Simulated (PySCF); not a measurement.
# TeP: from the state search to spectroscopic constants

One table from this session's results is given with a row withheld; the runs are named, their logs left out.

The runs use PySCF 2.14.0; Te def2-SVP with ECP28, P def2-SVP, scalar-relativistic core potentials.

The first run:

Settings of the job:

- atoms: Te, P
- charge: 0
- basis: Te def2-SVP with ECP28, P def2-SVP
- Hamiltonian: scalar-relativistic core potentials
- basis functions: 44
- electrons treated: 39
- masses in u: 129.9062, 30.9738
- levels: PBE0, PBE, r²SCAN, TPSSh, M06-2X, TPSS, ωB97X, HF, MP2, SCS-MP2, CCSD, CCSD(T)
- grid: 80 radial by 434 angular points
- occupations: held fixed by the projection of orbital angular momentum
- dissociation limit: Te + P, each in its ground configuration
- starting distance in angstrom: 2.385
- values of 2S to try: 1, 3, 5

On the command line:

```console
$ OMP_NUM_THREADS=1 python dia.py task.json out
```

Among the steps run: The job; The PBE0 curve of the state that the search chose; Higher solutions at PBE0; PBE (GGA); r²SCAN; TPSSh (hybrid meta-GGA); M06-2X; TPSS; ωB97X (range-separated hybrid); UHF (mean field); Correlated methods on the Hartree–Fock reference.

One of the session's tables, all rows but one given; the rest of the session is left out.

Energy (eV) from each level's lowest point:

| R (Å) | UHF | UHF-MP2 | UHF-SCS-MP2 | UHF-CCSD | UHF-CCSD(T) |
| --- | --- | --- | --- | --- | --- |
| 1.941 | 1.547 | 1.862 | 1.868 | n/a | n/a |
| 2.031 | 0.584 | 1.060 | 1.068 | 0.852 | 0.930 |
| 2.122 | 0.156 | 0.303 | 0.308 | 0.290 | 0.335 |
| 2.189 | 0.010 | 0.077 | 0.080 | 0.079 | 0.103 |
| 2.257 | 0.000 | 0.000 | 0.000 | 0.000 | 0.002 |
| 2.325 | 0.091 | 0.030 | 0.025 | 0.021 | 0.000 |
| 2.415 | 0.323 | 0.185 | 0.171 | 0.157 | 0.104 |
| 2.528 | ? | ? | ? | ? | ? |
| 2.663 | 1.307 | 0.966 | 0.924 | 0.827 | 0.677 |
| 2.844 | 2.071 | 1.889 | 1.822 | n/a | n/a |

**Question.** Estimate the row for R (Å) = 2.528.

Worked estimate for «UHF». A straight line through the neighbours (2.415, 0.323) and (2.663, 1.307) gives 0.323 + (1.307 − 0.323) × (2.528 − 2.415) / (2.663 − 2.415) = 0.771; a parabola fitted to 4 rows on both sides gives 0.757.

The run gave: UHF: 0.730; UHF-MP2: 0.492; UHF-SCS-MP2: 0.465; UHF-CCSD: 0.433; UHF-CCSD(T): 0.337. In «UHF» the line misses by +0.041 and the parabola by +0.027.
